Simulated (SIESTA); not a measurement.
The system is Ta3Cu.

```
Ta Cu
1.0
    -2.00651    2.00651    4.20817
     2.00651   -2.00651    4.20817
     2.00651    2.00651   -4.20817
Ta Cu
3 1
Cartesian
  -0.0330 0.0001 4.2235
  1.9942 0.0045 2.1281
  0.0101 1.9841 2.0679
  -0.0142 -0.0111 0.0186
```

The cell comes from a database or a generator and needn't be the stable form of this composition.

The cell isn't the ideal one: atoms moved at random, drawn with an rms of 0.05 Å.

Base run:

| Item | Value |
| --- | --- |
| Program | SIESTA 5.4.2 |
| Functional | PBEsol |
| Potentials or basis | PseudoDojo 0.4 standard (PBEsol files) |
| Basis | DZP (energy shift 0.003 Ry; two zetas on semicore shells) |
| Grid cutoff | 800 Ry |
| Energy shift | 0.003 Ry |
| k mesh | 9 × 9 × 9 |
| Occupations | fermi-dirac, width 0.05 eV |
| Spin | no spin polarisation |

Its results: band gap on the k mesh none (metal or under the smearing width); pressure -5.5 GPa; largest force 0.698 eV/Å.

Task: The run is repeated on the same cell with these changes: functional from PBEsol to PBE; potentials or basis from PseudoDojo 0.4 standard (PBEsol files) to PseudoDojo 0.4 standard (PBE files). What comes out?

Result: Band gap on the k mesh none (metal or under the smearing width); pressure 1.5 GPa; largest force 0.738 eV/Å.

Caveats: short orbitals over semicore shells can move pressures by several GPa; the basis of atomic orbitals isn't converged, which shifts pressures, moduli and gaps.
